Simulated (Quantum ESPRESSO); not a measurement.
# HfGe (Pm-3m) in Quantum ESPRESSO: settings compared

The runs below take HfGe through phonons, with PBE+D3(BJ), rPW86PBE+rVV10, rev-vdW-DF2.

Program: Quantum ESPRESSO 7.5. These are calculated values, not measurements. Logs are shortened: lines on timing, memory, paths and dates and some standing lists are left out, and cuts for length are marked.

## Step 1: The structure

The structure is cubic, space group Pm-3m (No. 221). Conventional cell: a = 3.501 Å, b = 3.501 Å, c = 3.501 Å, α = 90.00°, β = 90.00°, γ = 90.00°. Hf (site symmetry m-3m) is surrounded by 8 Ge at 3.03 Å. Around Ge (site symmetry m-3m) lie 8 Hf at 3.03 Å.

The cell was built by a generator and needn't be a form met in nature.

## Step 2: Phonons, PBE+D3(BJ)

pw.in reads:

```
&CONTROL
  calculation = 'scf'
  prefix = 'pwscf'
  outdir = './tmp'
  pseudo_dir = './pseudo'
  tprnfor = .true.
  tstress = .true.
  disk_io = 'low'
/
&SYSTEM
  ibrav = 0
  nat = 2
  ntyp = 2
  ecutwfc = 45
  ecutrho = 360
  nbnd = 20
  occupations = 'smearing'
  smearing = 'mv'
  degauss = 0.01469973
  vdw_corr = 'grimme-d3'
  dftd3_version = 4
  dftd3_threebody = .false.
/
&ELECTRONS
  conv_thr = 4d-10
  electron_maxstep = 120
  mixing_beta = 0.5
/
ATOMIC_SPECIES
Hf   178.4900 hf_pbe_v1.uspp.F.UPF
Ge    72.6300 ge_pbe_v1.4.uspp.F.UPF
CELL_PARAMETERS angstrom
   3.5008378700    0.0000000000    0.0000000000
   0.0000000000    3.5008378700    0.0000000000
   0.0000000000    0.0000000000    3.5008378700
ATOMIC_POSITIONS crystal
Hf     0.0000000000    0.0000000000    0.0000000000
Ge     0.5000000000    0.5000000000    0.5000000000
K_POINTS automatic
7 7 7 0 0 0
```

relax.in reads:

```
&CONTROL
  calculation = 'vc-relax'
  prefix = 'pwscf'
  outdir = './tmp'
  pseudo_dir = './pseudo'
  tprnfor = .true.
  tstress = .true.
  disk_io = 'low'
  nstep = 40
  forc_conv_thr = 0.0001
  etot_conv_thr = 1d-06
/
&SYSTEM
  ibrav = 0
  nat = 2
  ntyp = 2
  ecutwfc = 45
  ecutrho = 360
  nbnd = 20
  occupations = 'smearing'
  smearing = 'mv'
  degauss = 0.01469973
  vdw_corr = 'grimme-d3'
  dftd3_version = 4
  dftd3_threebody = .false.
/
&ELECTRONS
  conv_thr = 4d-10
  electron_maxstep = 120
  mixing_beta = 0.5
/
&IONS
  ion_dynamics = 'bfgs'
/
&CELL
  cell_dynamics = 'bfgs'
  press = 0
  press_conv_thr = 0.2
/
ATOMIC_SPECIES
Hf   178.4900 hf_pbe_v1.uspp.F.UPF
Ge    72.6300 ge_pbe_v1.4.uspp.F.UPF
CELL_PARAMETERS angstrom
   3.5008378700    0.0000000000    0.0000000000
   0.0000000000    3.5008378700    0.0000000000
   0.0000000000    0.0000000000    3.5008378700
ATOMIC_POSITIONS crystal
Hf     0.0000000000    0.0000000000    0.0000000000
Ge     0.5000000000    0.5000000000    0.5000000000
K_POINTS automatic
7 7 7 0 0 0
```

scf2.in reads:

```
&CONTROL
  calculation = 'scf'
  prefix = 'pwscf'
  outdir = './tmp'
  pseudo_dir = './pseudo'
  tprnfor = .true.
  tstress = .true.
  disk_io = 'low'
/
&SYSTEM
  ibrav = 0
  nat = 2
  ntyp = 2
  ecutwfc = 45
  ecutrho = 360
  nbnd = 20
  occupations = 'smearing'
  smearing = 'mv'
  degauss = 0.01469973
  vdw_corr = 'grimme-d3'
  dftd3_version = 4
  dftd3_threebody = .false.
/
&ELECTRONS
  conv_thr = 1d-13
  electron_maxstep = 120
  mixing_beta = 0.5
  startingpot = 'file'
  startingwfc = 'file'
/
ATOMIC_SPECIES
Hf   178.4900 hf_pbe_v1.uspp.F.UPF
Ge    72.6300 ge_pbe_v1.4.uspp.F.UPF
CELL_PARAMETERS angstrom
   3.3129039392    0.0000000000    0.0000000000
   0.0000000000    3.3129039392    0.0000000000
   0.0000000000    0.0000000000    3.3129039392
ATOMIC_POSITIONS crystal
Hf     0.0000000000    0.0000000000    0.0000000000
Ge     0.5000000000    0.5000000000    0.5000000000
K_POINTS automatic
7 7 7 0 0 0
```

d3hess.in reads:

```
&INPUT
  prefix = 'pwscf'
  outdir = './tmp'
  step = 0.001
/
```

ph.in reads:

```
phonons of HfGe
&INPUTPH
  prefix = 'pwscf'
  outdir = './tmp'
  tr2_ph = 1d-18
  fildyn = 'dyn'
  niter_ph = 90
  alpha_mix(1) = 0.4
/
0.0000000000 0.0000000000 0.0000000000
```

dynmat.in reads:

```
&INPUT
  fildyn = 'dyn'
  asr = 'crystal'
  filout = 'dynmat.disp'
  fileig = 'dynmat.eig'
/
```

Potentials or basis: GBRV 1.5 PBE.

Launch:

```
$ OMP_NUM_THREADS=1 pw.x -in pw.in > pw.out
$ OMP_NUM_THREADS=1 pw.x -in relax.in > relax.out
$ OMP_NUM_THREADS=1 pw.x -in scf2.in > scf2.out
$ OMP_NUM_THREADS=1 d3hess.x -in d3hess.in > d3hess.out
$ OMP_NUM_THREADS=1 ph.x -in ph.in > ph.out
$ OMP_NUM_THREADS=1 dynmat.x -in dynmat.in > dynmat.out
```

pw.out:

```text
This program is part of the open-source Quantum ESPRESSO suite
     for quantum simulation of materials; please cite
[... 9 lines left out ...]
     --------------------
     sticks:   dense  smooth     PW     G-vecs:    dense   smooth      PW
     Sum        1245     621    185                33371    11753    1935

     Using Slab Decomposition

     bravais-lattice index     =            0
     lattice parameter (alat)  =       6.6156  a.u.
     unit-cell volume          =     289.5427 (a.u.)^3
     number of atoms/cell      =            2
     number of atomic types    =            2
     number of electrons       =        26.00
     number of Kohn-Sham states=           20
     kinetic-energy cutoff     =      45.0000  Ry
     charge density cutoff     =     360.0000  Ry
     scf convergence threshold =      4.0E-10
     mixing beta               =       0.5000
     number of iterations used =            8  plain     mixing
     Exchange-correlation=  SLA  PW   PBX  PBC
                           (   1   4   3   4   0   0   0)

     celldm(1)=   6.615625  celldm(2)=   0.000000  celldm(3)=   0.000000
     celldm(4)=   0.000000  celldm(5)=   0.000000  celldm(6)=   0.000000

     crystal axes: (cart. coord. in units of alat)
               a(1) = (   1.000000   0.000000   0.000000 )
               a(2) = (   0.000000   1.000000   0.000000 )
               a(3) = (   0.000000   0.000000   1.000000 )

     reciprocal axes: (cart. coord. in units 2 pi/alat)
               b(1) = (  1.000000  0.000000  0.000000 )
               b(2) = (  0.000000  1.000000  0.000000 )
               b(3) = (  0.000000  0.000000  1.000000 )

     PseudoPot. # 1 for Hf read from file:
     hf_pbe_v1.uspp.F.UPF
     Pseudo is Ultrasoft + core correction, Zval = 12.0
     Generated by new atomic code, or converted to UPF format
     Using radial grid of  921 points,  8 beta functions with:
                l(1) =   0
                l(2) =   0
                l(3) =   0
                l(4) =   1
                l(5) =   1
                l(6) =   2
                l(7) =   2
                l(8) =   3
     Q(r) pseudized with  6 coefficients,  rinner =    1.200   1.200   1.200
                                                       1.200   1.200   1.200
                                                       1.200

     PseudoPot. # 2 for Ge read from file:
     ge_pbe_v1.4.uspp.F.UPF
     Pseudo is Ultrasoft + core correction, Zval = 14.0
     Generated by new atomic code, or converted to UPF format
     Using radial grid of  873 points,  6 beta functions with:
                l(1) =   0
                l(2) =   0
                l(3) =   1
                l(4) =   1
                l(5) =   2
                l(6) =   2
     Q(r) pseudized with  8 coefficients,  rinner =    1.400   1.400   1.400
                                                       1.400   1.400

     atomic species   valence    mass     pseudopotential
     Hf               12.00   178.49000     Hf( 1.00)
     Ge               14.00    72.63000     Ge( 1.00)

     48 Sym. Ops., with inversion, found

   Cartesian axes

     site n.     atom                  positions (alat units)
         1        Hf     tau(   1) = (   0.0000000   0.0000000   0.0000000  )
         2        Ge     tau(   2) = (   0.5000000   0.5000000   0.5000000  )

     --------------------------------------------
     DFT-D3 Dispersion Correction (no 3-body):
     --------------------------------------------
       Reference C6 values for interpolation:

         atom   Coordination number   C6
         Ge         0.000           727.09
         Ge         0.943           633.70
         Ge         1.945           573.31
         Ge         2.919           459.90
         Ge         3.897           360.58
         Hf         0.000          2882.48
         Hf         1.925          1560.77
         Hf         3.884           841.95

       Values used:

         atom   Coordination number  R0_AB[au]  C6      C8
         Hf        10.542            4.011    841.95 170130.07
         Ge         6.724            3.649    360.58  33210.59

         Molecular C6 ( Ry / a.u.^6 ) =      2303.12

     number of k points=    20  Marzari-Vanderbilt smearing, width (Ry)=  0.0147
                       cart. coord. in units 2pi/alat
        k(    1) = (   0.0000000   0.0000000   0.0000000), wk =   0.0058309
        k(    2) = (   0.0000000   0.0000000   0.1428571), wk =   0.0349854
        k(    3) = (   0.0000000   0.0000000   0.2857143), wk =   0.0349854
        k(    4) = (   0.0000000   0.0000000   0.4285714), wk =   0.0349854
        k(    5) = (   0.0000000   0.1428571   0.1428571), wk =   0.0699708
        k(    6) = (   0.0000000   0.1428571   0.2857143), wk =   0.1399417
[... 12 lines left out ...]
        k(   19) = (   0.2857143   0.4285714   0.4285714), wk =   0.1399417
        k(   20) = (   0.4285714   0.4285714   0.4285714), wk =   0.0466472

     Dense  grid:    33371 G-vectors     FFT dimensions: (  40,  40,  40)

     Smooth grid:    11753 G-vectors     FFT dimensions: (  30,  30,  30)

     Check: negative core charge=   -0.000002

     Initial potential from superposition of free atoms

     starting charge      23.9991, renormalised to      26.0000

     negative rho (up, down):  1.199E-01 0.000E+00
     Starting wfcs are   22 randomized atomic wfcs

     Self-consistent Calculation

     iteration #  1     ecut=    45.00 Ry     beta= 0.50
     Davidson diagonalization with overlap
     ethr =  1.00E-02,  avg # of iterations =  3.5

     negative rho (up, down):  1.143E-01 0.000E+00

     total energy              =    -371.53014938 Ry
     estimated scf accuracy    <       3.91362415 Ry

     iteration #  2     ecut=    45.00 Ry     beta= 0.50
     Davidson diagonalization with overlap
     ethr =  1.00E-02,  avg # of iterations =  2.0

     negative rho (up, down):  1.146E-01 0.000E+00

     total energy              =    -372.61994912 Ry
     estimated scf accuracy    <       0.28251661 Ry

     iteration #  3     ecut=    45.00 Ry     beta= 0.50
     Davidson diagonalization with overlap
     ethr =  1.09E-03,  avg # of iterations =  2.2

     negative rho (up, down):  1.150E-01 0.000E+00

     total energy              =    -372.69017884 Ry
     estimated scf accuracy    <       0.05461549 Ry

     iteration #  4     ecut=    45.00 Ry     beta= 0.50
     Davidson diagonalization with overlap
     ethr =  2.10E-04,  avg # of iterations =  1.9

     negative rho (up, down):  1.158E-01 0.000E+00

     total energy              =    -372.69598725 Ry
     estimated scf accuracy    <       0.00371218 Ry

     iteration #  5     ecut=    45.00 Ry     beta= 0.50
     Davidson diagonalization with overlap
     ethr =  1.43E-05,  avg # of iterations =  2.8

     negative rho (up, down):  1.161E-01 0.000E+00

     total energy              =    -372.69636226 Ry
     estimated scf accuracy    <       0.00009364 Ry
[... 10 lines left out ...]
     iteration #  7     ecut=    45.00 Ry     beta= 0.50
     Davidson diagonalization with overlap
     ethr =  3.95E-08,  avg # of iterations =  1.5

     negative rho (up, down):  1.162E-01 0.000E+00

     total energy              =    -372.69638410 Ry
     estimated scf accuracy    <       0.00000070 Ry

     iteration #  8     ecut=    45.00 Ry     beta= 0.50
     Davidson diagonalization with overlap
     ethr =  2.70E-09,  avg # of iterations =  2.4

     negative rho (up, down):  1.162E-01 0.000E+00

     total energy              =    -372.69638431 Ry
     estimated scf accuracy    <       0.00000004 Ry

     iteration #  9     ecut=    45.00 Ry     beta= 0.50
     Davidson diagonalization with overlap
     ethr =  1.70E-10,  avg # of iterations =  1.9

     negative rho (up, down):  1.162E-01 0.000E+00

     total energy              =    -372.69638431 Ry
     estimated scf accuracy    <          7.5E-09 Ry

     iteration # 10     ecut=    45.00 Ry     beta= 0.50
     Davidson diagonalization with overlap
     ethr =  2.90E-11,  avg # of iterations =  2.0

     negative rho (up, down):  1.162E-01 0.000E+00

     End of self-consistent calculation

          k = 0.0000 0.0000 0.0000 (  1419 PWs)   bands (ev):

   -50.1520 -18.6761 -18.6761 -18.6761 -11.7437 -11.7437 -11.7346 -11.7346
   -11.7346   1.6640  11.2044  11.2044  13.9807  13.9807  13.9807  15.4800
    15.4800  15.4800  15.9973  22.9159

          k = 0.0000 0.0000 0.1429 (  1458 PWs)   bands (ev):

   -50.1510 -18.7073 -18.6738 -18.6738 -11.7434 -11.7394 -11.7352 -11.7352
   -11.7344   1.9310  10.5371  11.3273  13.3422  13.3422  13.4054  15.5276
    16.2925  16.2925  17.4918  21.7306

          k = 0.0000 0.0000 0.2857 (  1458 PWs)   bands (ev):

   -50.1489 -18.7763 -18.6682 -18.6682 -11.7428 -11.7364 -11.7364 -11.7339
   -11.7297   2.6795   8.6086  11.6359  12.5404  12.5404  14.3518  15.6388
    17.6925  17.6925  18.9020  20.0208

          k = 0.0000 0.0000 0.4286 (  1466 PWs)   bands (ev):

   -50.1472 -18.8309 -18.6638 -18.6638 -11.7423 -11.7373 -11.7373 -11.7336
   -11.7220   3.6413   6.8865  11.9277  12.0851  12.0851  15.7320  16.1615
    18.9474  19.0317  19.2585  19.2585

          k = 0.0000 0.1429 0.1429 (  1452 PWs)   bands (ev):

   -50.1501 -18.7060 -18.7029 -18.6712 -11.7412 -11.7371 -11.7360 -11.7359
   -11.7344   2.1851  10.6418  10.7354  12.3374  13.1483  14.6289  15.1198
    15.4756  17.0824  19.0621  21.8809

          k = 0.0000 0.1429 0.2857 (  1480 PWs)   bands (ev):

   -50.1480 -18.7729 -18.6982 -18.6656 -11.7400 -11.7380 -11.7372 -11.7347
   -11.7283   2.8894   8.7841  11.0684  12.3881  12.6620  14.8749  15.0627
    16.3067  18.1365  20.0092  21.2533

          k = 0.0000 0.1429 0.4286 (  1464 PWs)   bands (ev):

   -50.1463 -18.8267 -18.6932 -18.6610 -11.7396 -11.7394 -11.7381 -11.7350
   -11.7207   3.7606   7.1880  11.4050  12.1714  12.2935  15.2237  16.2233
    17.2793  18.9302  19.1748  19.7565

          k = 0.0000 0.2857 0.2857 (  1478 PWs)   bands (ev):

   -50.1459 -18.7672 -18.7625 -18.6597 -11.7417 -11.7388 -11.7364 -11.7360
   -11.7227   3.4461   8.8654  10.0538  12.5167  12.8798  14.4233  15.4076
    15.7554  18.2091  19.1134  21.6608
[... 43 lines left out ...]
          k = 0.1429 0.4286 0.4286 (  1489 PWs)   bands (ev):

   -50.1416 -18.8075 -18.8067 -18.6789 -11.7475 -11.7411 -11.7407 -11.7280
   -11.7112   4.5329   9.0853   9.4582  11.5880  13.0412  14.1415  14.3366
    16.9156  17.4259  18.3298  21.6722

          k = 0.2857 0.2857 0.2857 (  1478 PWs)   bands (ev):

   -50.1429 -18.7572 -18.7531 -18.7531 -11.7432 -11.7396 -11.7396 -11.7224
   -11.7224   4.1177   9.7934   9.7934  10.3721  13.5099  13.5099  14.7599
    17.7744  17.7744  18.4645  22.1050

          k = 0.2857 0.2857 0.4286 (  1476 PWs)   bands (ev):

   -50.1412 -18.8063 -18.7494 -18.7479 -11.7452 -11.7402 -11.7401 -11.7223
   -11.7148   4.6516   8.7475   9.6233  11.4343  13.2959  13.3759  14.4364
    17.1334  18.8486  19.0615  20.5171

          k = 0.2857 0.4286 0.4286 (  1483 PWs)   bands (ev):

   -50.1396 -18.8003 -18.7997 -18.7432 -11.7450 -11.7413 -11.7410 -11.7185
   -11.7110   5.1174   9.0032   9.0629  10.9446  12.7690  14.4263  14.5756
    17.2566  17.9129  19.4746  20.3427

          k = 0.4286 0.4286 0.4286 (  1478 PWs)   bands (ev):

   -50.1379 -18.7945 -18.7941 -18.7941 -11.7428 -11.7414 -11.7414 -11.7108
   -11.7108   5.8478   8.7811   8.7811   9.4512  14.3854  14.9327  14.9327
    17.6882  17.6882  19.1283  20.0220

     the Fermi energy is    12.4111 ev

!    total energy              =    -372.69638431 Ry
     estimated scf accuracy    <          6.2E-11 Ry
     smearing contrib. (-TS)   =      -0.00025765 Ry
     internal energy E=F+TS    =    -372.69612666 Ry

     The total energy is F=E-TS. E is the sum of the following terms:
     one-electron contribution =    -140.89307735 Ry
     hartree contribution      =      88.70697894 Ry
     xc contribution           =    -133.90556439 Ry
     ewald contribution        =    -186.54800866 Ry
     DFT-D3 Dispersion         =      -0.05645519 Ry

     convergence has been achieved in  10 iterations

     negative rho (up, down):  1.162E-01 0.000E+00

     Forces acting on atoms (cartesian axes, Ry/au):

     atom    1 type  1   force =     0.00000000    0.00000000    0.00000000
     atom    2 type  2   force =     0.00000000    0.00000000    0.00000000

     Total force =     0.000000     Total SCF correction =     0.000000

     Computing stress (Cartesian axis) and pressure

     negative rho (up, down):  1.162E-01 0.000E+00
          total   stress  (Ry/bohr**3)                   (kbar)     P=     -148.38
  -0.00100866   0.00000000   0.00000000         -148.38        0.00        0.00
   0.00000000  -0.00100866   0.00000000            0.00     -148.38        0.00
   0.00000000   0.00000000  -0.00100866            0.00        0.00     -148.38

=------------------------------------------------------------------------------=
   JOB DONE.
=------------------------------------------------------------------------------=
```

Run time: 5.6 min. Hardware: 1 thread of Arm Neoverse V1, shared host; peak memory 0.28 GiB.

What came out:

* Free energy: -5071.1367 eV
* Relaxed volume: 18.18 Å³/atom
* Relaxed cell: a = 3.313 Å, b = 3.313 Å, c = 3.313 Å, α = 90.00°, β = 90.00°, γ = 90.00°
* Space group after relaxing (to 0.05 Å): Pm-3m (No. 221)
* Pressure after relaxing: -0.1 GPa
* Band gap on the k mesh: none (metal or under the smearing width)
* Highest phonon frequency at Γ: 158 cm⁻¹

Step by step:
| step | energy change (eV) | largest force (eV/Å) | pressure (GPa) | volume (Å³) |
| --- | --- | --- | --- | --- |
| 1 | 0.0000 | 0.0000 | -14.84 | 42.91 |
| 2 | -0.2436 | 0.0000 | -9.40 | 39.74 |
| 3 | -0.3377 | 0.0000 | 4.05 | 35.29 |
| 4 | -0.3505 | 0.0000 | -0.56 | 36.52 |
| 5 | -0.3508 | 0.0000 | -0.03 | 36.37 |
| 6 | -0.3508 | 0.0000 | 0.00 | 36.36 |

Final structure:
```
CELL_PARAMETERS angstrom
3.31290 0.00000 0.00000
0.00000 3.31290 0.00000
0.00000 0.00000 3.31290
ATOMIC_POSITIONS crystal
Hf 0.00000 0.00000 0.00000
Ge 0.50000 0.50000 0.50000
```

Levels at points of the mesh, in eV from the Fermi level:
```
           k point  band 10  band 11  band 12  band 13  band 14  band 15  band 16  band 17
(0.00, 0.00, 0.00)   -11.72    -1.58    -1.58     1.94     1.94     1.94     3.74     3.74
```

Phonon frequencies in cm⁻¹ (negative: imaginary):
| q point | frequencies |
| --- | --- |
| (0.000, 0.000, 0.000) | 8 8 8 158 158 158 |

Optical modes at Γ, degenerate ones joined:
```tsv
cm⁻¹	components	symmetry	active in
158	3	T1u	IR
```

Caveat: the mesh is thin for the phonons of a metal; the volume moved by over 15 % at a fixed basis, so the end points are rough; pairwise dispersion overbinds metals, which lowers pressure and volume. The run has no spin-orbit coupling, so splittings on Hf are missing.

(Continued in part 2 of 3.)
